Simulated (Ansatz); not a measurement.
# C3H11NSi: the cost of one run

Method: RKS B3LYP/6-31G, in Ansatz 0.2.0.

**1. Starting point**

Bond lengths (14 of 15 bonds, heavy atoms first): Si1–N2 1.820 Å, Si1–C5 1.870 Å, Si1–C9 1.869 Å, Si1–C13 1.869 Å, N2–H3 1.060 Å, N2–H4 1.060 Å, C5–H6 1.110 Å, C5–H7 1.110 Å, C5–H8 1.110 Å, C9–H10 1.110 Å, C9–H11 1.110 Å, C9–H12 1.110 Å, C13–H14 1.110 Å, C13–H15 1.110 Å. Angles (14 of 27 angles, heavy atoms first): N2–Si1–C5 109.4°, N2–Si1–C9 109.5°, N2–Si1–C13 109.5°, C5–Si1–C9 109.5°, C5–Si1–C13 109.5°, C9–Si1–C13 109.5°, Si1–N2–H3 120.0°, Si1–N2–H4 120.0°, Si1–C5–H6 109.5°, Si1–C5–H7 109.5°, Si1–C5–H8 109.5°, Si1–C9–H10 109.5°, Si1–C9–H11 109.5°, Si1–C9–H12 109.5°.

As a file:

```xyz
16

Si    0.0000    0.0000    0.0000
N     0.0000    0.0000    1.8200
H    -0.8770   -0.2713    2.3500
H     0.8770    0.2713    2.3500
C     1.7634    0.0000   -0.6227
H     2.1111   -1.0463   -0.7509
H     1.8119    0.5276   -1.5981
H     2.4154    0.5187    0.1108
C    -0.8808    1.5259   -0.6227
H    -1.9334    1.2723   -0.8671
H    -0.8624    2.3106    0.1622
H    -0.3704    1.9025   -1.5336
C    -0.8808   -1.5259   -0.6227
H    -1.3804   -2.0377    0.2261
H    -1.6409   -1.2332   -1.3768
H    -0.1449   -2.2146   -1.0879
```

**2. Relaxing the start**

input.yaml

```yaml
crystal:
  periodic: [false, false, false]
  atoms:
    - { symbol: Si, position_ang: [0.0, 0.0, 0.0] }
    - { symbol: "N", position_ang: [0.0, 0.0, 1.82] }
    - { symbol: H, position_ang: [-0.877, -0.2713, 2.35] }
    - { symbol: H, position_ang: [0.877, 0.2713, 2.35] }
    - { symbol: C, position_ang: [1.7634, 0.0, -0.6227] }
    - { symbol: H, position_ang: [2.1111, -1.0463, -0.7509] }
    - { symbol: H, position_ang: [1.8119, 0.5276, -1.5981] }
    - { symbol: H, position_ang: [2.4154, 0.5187, 0.1108] }
    - { symbol: C, position_ang: [-0.8808, 1.5259, -0.6227] }
    - { symbol: H, position_ang: [-1.9334, 1.2723, -0.8671] }
    - { symbol: H, position_ang: [-0.8624, 2.3106, 0.1622] }
    - { symbol: H, position_ang: [-0.3704, 1.9025, -1.5336] }
    - { symbol: C, position_ang: [-0.8808, -1.5259, -0.6227] }
    - { symbol: H, position_ang: [-1.3804, -2.0377, 0.2261] }
    - { symbol: H, position_ang: [-1.6409, -1.2332, -1.3768] }
    - { symbol: H, position_ang: [-0.1449, -2.2146, -1.0879] }
basis:
  gaussian: { orbitals: "6-31G" }
hamiltonian:
  xc: b3lyp
relax:
  f_tol: 0.02
  max_steps: 40
output:
  orbitals: {}
```

Command:

```
$ ansatz run input.yaml --threads 1 --pin off --max-ram 2048MiB --backend cpu --events-out ev --progress --plain --runs-dir out
```

**Question.** How long does this run take on 1 thread of Intel Xeon 6975P-C (Granite Rapids), shared host, and how much memory does it need?

About 35 s, with a peak of 0.19 GiB.
